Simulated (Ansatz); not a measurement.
**ZrNH2 (sextet): the correlation ladder, def2-SVP**

An exercise on one series of results from a longer session: the logs are not shown, and one member is left open.

Program: Ansatz 0.2.0, Gaussian basis. Level of theory: def2-SVP, core rule «outside noble gas», up to 5 orbitals frozen. These are calculated values, not measurements.

The runs, in order: UHF; CCSD(T) on ROHF; CCSD(T) on UHF; CISD as a restricted active space (open shells left free, so some higher excitations enter); CCSDT(Q) on ROHF; CCSDT(Q) on UHF.

27 further runs of the same task are left out: 10 for a known fault of the program, 9 that didn't finish, 8 set aside as unsound or not needed. Runs told in other sessions of the task aren't counted.

**What is computed**

The geometry is a PBE0/def2-TZVP stationary point (not a proven minimum) of the parent state, kept for this charge and spin. No spin-orbit coupling is included. Elements past krypton take def2 core potentials.

4 atoms, charge 0, spin multiplicity 6.

Atoms are counted from 1 here; the program's logs count them from 0.

Bond lengths: Zr1–N2 2.019 Å, N2–H3 1.014 Å, N2–H4 1.014 Å. Angles: Zr1–N2–H3 125.6°, Zr1–N2–H4 125.6°, H3–N2–H4 108.4°.

Set-up of the first run:

The input, in.yaml:

```yaml
crystal:
  periodic: [false, false, false]
  atoms:
    - {symbol: Zr, position_ang: [-0.001367, 0.000000, 0.312699]}
    - {symbol: N, position_ang: [0.015231, 0.000000, -1.706085]}
    - {symbol: H, position_ang: [-0.043974, -0.822604, -2.296305]}
    - {symbol: H, position_ang: [-0.043974, 0.822604, -2.296305]}
basis:
  gaussian: {orbitals: def2-SVP}
magnetization: {spin_polarized: true, initial_magnetization: 5}
hamiltonian: {xc: hf}
output: {orbitals: {seedname: orbitals}}
```

Command:

```console
$ ansatz run in.yaml --threads 1 --pin off --events-out ev --progress --plain --max-ram 2393MiB
```

Steps of the session up to this table: UHF; CCSD(T) on ROHF; CCSD(T) on UHF; CISD as a restricted active space (open shells left free, so some higher excitations enter); CCSDT(Q) on ROHF; CCSDT(Q) on UHF.

One table of the session follows, with a row left open; its other results are not shown here.

| method | from RCCSDT(Q) (kJ/mol) |
| --- | --- |
| ROHF | +561.4 |
| UHF | +542.9 |
| RMP2 | +82.6 |
| UMP2 | +75.2 |
| RCCSD | +14.9 |
| UCCSD | +6.8 |
| RCCSD(T) | +3.1 |
| UCCSD(T) | -4.7 |
| RCCSDT | ? |
| UCCSDT | -6.9 |
| RCCSDT(Q) | 0 |
| UCCSDT(Q) | -7.7 |

**Question.** Estimate the row for RCCSDT.

**Answer.** from RCCSDT(Q) (kJ/mol): +0.7. In the column «from RCCSDT(Q) (kJ/mol)» it lies between RCCSDT(Q) (0) and RCCSD(T) (+3.1).

Not comparable, so not listed: CISD as a restricted active space (open shells left free, so some higher excitations enter) (they don't share determinant, frozen orbitals or solution with the rows shown, or repeat one).

Limits of these values: Restricted and unrestricted rows rest on different reference determinants; a gap between their highest levels can come from leftover correlation error, from unlike frozen cores or from another state.
